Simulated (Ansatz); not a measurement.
# Alloy of InAs and InSb (28 of 32 As sites exchanged), 64 atoms

How does this alloy cell relax, and what gap do PBEsol give?

All numbers are computed with Ansatz 0.2.0 (PAW, plane waves).

## Step 1: The starting cell

64 atoms (32 In, 28 Sb, 4 As); a = 12.936 Å, b = 12.936 Å, c = 12.936 Å, α = 90.00°, β = 90.00°, γ = 90.00°. All atoms were shaken off their sites by about 0.02 Å along each axis; atoms next to an added one may be pushed further to make room.

Plan of the steps: (2) PBEsol cell relaxation at the single k point (¼, ¼, ¼), on 1 × NVIDIA H100 80GB HBM3 with 4 threads of AMD EPYC 7R13.

## Step 2: PBEsol relaxation of the cell and the positions

File in.yaml:

```yaml
crystal:
  lattice:
    - [12.936311, 0.000000, 0.000000]
    - [0.000000, 12.936311, 0.000000]
    - [0.000000, 0.000000, 12.936311]
  atoms:
    - { symbol: In, position: [0.997729, 0.001623, 0.001244] }
    - { symbol: In, position: [0.999201, 0.000031, 0.498531] }
    - { symbol: In, position: [0.001088, 0.501579, 0.002677] }
    - { symbol: In, position: [0.000940, 0.499412, 0.498886] }
    - { symbol: In, position: [0.498846, 0.999574, 0.999314] }
    - { symbol: In, position: [0.500740, 0.000049, 0.500365] }
    - { symbol: In, position: [0.498393, 0.500374, 0.001499] }
    - { symbol: In, position: [0.499400, 0.499561, 0.498277] }
    - { symbol: In, position: [0.249367, 0.251677, 0.001082] }
    - { symbol: In, position: [0.250795, 0.250796, 0.497838] }
    - { symbol: In, position: [0.247200, 0.748052, 0.999258] }
    - { symbol: In, position: [0.249994, 0.748871, 0.500008] }
    - { symbol: In, position: [0.753777, 0.250835, 0.999692] }
    - { symbol: In, position: [0.750548, 0.251261, 0.499331] }
    - { symbol: In, position: [0.750213, 0.749557, 0.999835] }
    - { symbol: In, position: [0.752015, 0.746993, 0.501876] }
    - { symbol: In, position: [0.250970, 0.002187, 0.251210] }
    - { symbol: In, position: [0.250513, 0.999762, 0.749751] }
    - { symbol: In, position: [0.249294, 0.500258, 0.248684] }
    - { symbol: In, position: [0.251488, 0.499280, 0.752249] }
    - { symbol: In, position: [0.749338, 0.002701, 0.249932] }
    - { symbol: In, position: [0.750436, 0.000904, 0.749180] }
    - { symbol: In, position: [0.750928, 0.498083, 0.250681] }
    - { symbol: In, position: [0.752311, 0.498406, 0.751169] }
    - { symbol: In, position: [0.998782, 0.248869, 0.248741] }
    - { symbol: In, position: [0.999150, 0.251607, 0.749635] }
    - { symbol: In, position: [0.001803, 0.748159, 0.250119] }
    - { symbol: In, position: [0.001496, 0.747220, 0.749585] }
    - { symbol: In, position: [0.499968, 0.249969, 0.250017] }
    - { symbol: In, position: [0.498499, 0.248117, 0.749137] }
    - { symbol: In, position: [0.496998, 0.747529, 0.251267] }
    - { symbol: In, position: [0.498498, 0.750783, 0.747919] }
    - { symbol: Sb, position: [0.125521, 0.125271, 0.124680] }
    - { symbol: Sb, position: [0.127295, 0.123012, 0.625409] }
    - { symbol: Sb, position: [0.124697, 0.624415, 0.622641] }
    - { symbol: Sb, position: [0.624931, 0.127241, 0.123551] }
    - { symbol: Sb, position: [0.625568, 0.124649, 0.623944] }
    - { symbol: Sb, position: [0.623097, 0.626466, 0.124059] }
    - { symbol: Sb, position: [0.373275, 0.374759, 0.126444] }
    - { symbol: Sb, position: [0.376929, 0.374096, 0.623829] }
    - { symbol: Sb, position: [0.375831, 0.872970, 0.627062] }
    - { symbol: Sb, position: [0.875213, 0.371224, 0.126286] }
    - { symbol: Sb, position: [0.876818, 0.374440, 0.624456] }
    - { symbol: Sb, position: [0.873794, 0.875671, 0.124963] }
    - { symbol: Sb, position: [0.875236, 0.875147, 0.624195] }
    - { symbol: Sb, position: [0.375458, 0.124971, 0.376619] }
    - { symbol: Sb, position: [0.373487, 0.126070, 0.877611] }
    - { symbol: Sb, position: [0.377044, 0.625059, 0.375182] }
    - { symbol: Sb, position: [0.373230, 0.625051, 0.874688] }
    - { symbol: Sb, position: [0.873446, 0.125086, 0.373455] }
    - { symbol: Sb, position: [0.875088, 0.124165, 0.875466] }
    - { symbol: Sb, position: [0.877168, 0.623280, 0.876588] }
    - { symbol: Sb, position: [0.125826, 0.376970, 0.376782] }
    - { symbol: Sb, position: [0.123875, 0.374022, 0.875058] }
    - { symbol: Sb, position: [0.126208, 0.876515, 0.376989] }
    - { symbol: Sb, position: [0.123601, 0.872918, 0.875213] }
    - { symbol: Sb, position: [0.626871, 0.376037, 0.374432] }
    - { symbol: Sb, position: [0.625833, 0.373812, 0.876456] }
    - { symbol: Sb, position: [0.626572, 0.875084, 0.373882] }
    - { symbol: Sb, position: [0.622356, 0.874309, 0.873250] }
    - { symbol: As, position: [0.124202, 0.624304, 0.127198] }
    - { symbol: As, position: [0.623495, 0.624455, 0.625827] }
    - { symbol: As, position: [0.375550, 0.872657, 0.121939] }
    - { symbol: As, position: [0.873332, 0.623832, 0.377213] }
  symmetry: { detect: false }
kpoints:
  mp_grid: { grid: [1, 1, 1], shift: [0.25, 0.25, 0.25] }
hamiltonian:
  xc: pbesol
scf:
  occupations: { method: fermi_dirac, width: 0.01 }
relax:
  f_tol: 0.03
  max_steps: 80
  escape_saddle: false
  adjacent_minimum: "off"
  cell: { fix: [shape] }
output:
  forces: true
  eigenvalues: true
  populations: true
```

Started as:

```console
> ansatz run in.yaml --threads 4 --pin off --max-ram 42750MiB --runs-dir r --events-out ev --progress --plain --backend cuda --devices 0, --max-vram 37GiB
```

What does the calculation give? Wanted: for each run, top filled to lowest empty.

The runs gave:

| level | time | top filled to lowest empty (eV) |
| --- | --- | --- |
| PBEsol, relaxation | 20 s (GPU) | 0.68 |

| quantity | value |
| --- | --- |
| relaxation | 5 recorded steps, 1.00 eV gained |
| largest shift | 0.17 Å (In17 and others alike) |
| relaxed cell | a = 12.928 Å, b = 12.928 Å, c = 12.928 Å, α = 90.00°, β = 90.00°, γ = 90.00° |
| mean bonds | As–In 2.680, In–Sb 2.817 Å |

**In words.** The relaxation lowers the energy by 1.00 eV; the largest shift is 0.17 Å (In17 and others alike), while the volume changes by -0.2 %. Part of this undoes the random shake of the start. The mean lengths of the listed bonds run from As–In 2.68 Å to In–Sb 2.82 Å. Spin–orbit coupling is left out, which matters for the band edges of the heavier elements here. With one k point the spacing samples only the states that fold onto it, so it can exceed the gap over the zone.
